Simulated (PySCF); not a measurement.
# TcNBr: structure of the quartet

The task is one start of a wider search on TcNBr: the quartet, from a bent start. It is relaxed, tested by its Hessian and followed downhill if it is a saddle.

Method: B3LYP, basis Tc def2-SVP with ECP28, N def2-SVP, Br def2-SVP, scalar-relativistic core potentials, no spin–orbit coupling, density fitting; program: PySCF 2.14.0.

## (1) Starting geometry

3 atoms, charge 0, spin multiplicity 4.

Bond lengths: Tc1–N2 1.800 Å, Tc1–Br3 2.420 Å. Angles: N2–Tc1–Br3 110.0°.

Z-matrix (Å, degrees; charge 0 multiplicity 4):
```
Tc
N  1 1.8000
Br 1 2.4200 2 110.00
```

## (2) Bent start, quartet: relaxation

The steps below are one call of a driver around PySCF. For each, scf.py gives the equivalent set-up of the SCF; relaxations use the driver's own optimiser. Before each start the driver seeks the lowest SCF state from one or more starting densities and follows internal instabilities, so scf.py alone need not reach the same state.

The program finds Cs symmetry in the start, which this walk keeps. The walk stops when the largest gradient is under 0.0003 Eh/bohr and the energy has settled too.

File scf.py:

```python
from pyscf import gto, scf, dft
mol = gto.M(atom='''
Tc    -0.707883     0.000000    -0.646428
N     -2.182383     0.000000     0.385972
Br     1.274417     0.000000     0.741672''',
    basis={'Tc': 'def2-SVP', 'N': 'def2-SVP', 'Br': 'def2-SVP'},
    ecp={'Tc': 'def2-SVP'},
    charge=0, spin=3)
mf = dft.UKS(mol, xc='B3LYP')
mf.grids.atom_grid = (50, 194)
aux = {'Tc': 'def2-universal-JKFIT', 'N': 'def2-universal-JKFIT', 'Br': 'def2-universal-JKFIT'}
mf = mf.density_fit(auxbasis=aux)
mf.kernel()
```

Further steps of the session: Hessian and properties.

Q: Predict the outcome of this session. Wanted: minimum; geometry; wavenumbers; dipole moment; highest occupied, lowest empty level; polar-tensor charge of Tc1; zero-point energy; atomisation energy; ⟨S²⟩.

**Answer**, as computed:

| quantity | value |
| --- | --- |
| minimum | quartet, Cs |
| geometry | Tc–Br 2.436 Å, Tc–N 1.621 Å; Br–Tc–N 125.5° |
| wavenumbers (cm⁻¹) | 155 (a'), 279 (a'), 1111 (a') |
| dipole moment | 1.63 D |
| highest occupied, lowest empty level (either spin) | -6.05, -4.17 eV |
| polar-tensor charge of Tc1 | +0.89 e |
| zero-point energy | 9.2 kJ/mol |
| entropy at 298.15 K | 312.4 J/(mol K) |
| atomisation energy (no zero-point energy) | 818 kJ/mol |
| ⟨S²⟩ | 3.793 |

In words: The molecule stays Cs, as typed, and the end point is a minimum. The strongest infrared band lies at 1111 cm⁻¹ (a', stretch). Most of the spin sits on Tc1 (Mulliken spin 3.00, against 3 for the whole molecule). Other starts or spin states, not run here, may lie lower. One determinant may miss the lowest occupation of an open d or f shell.
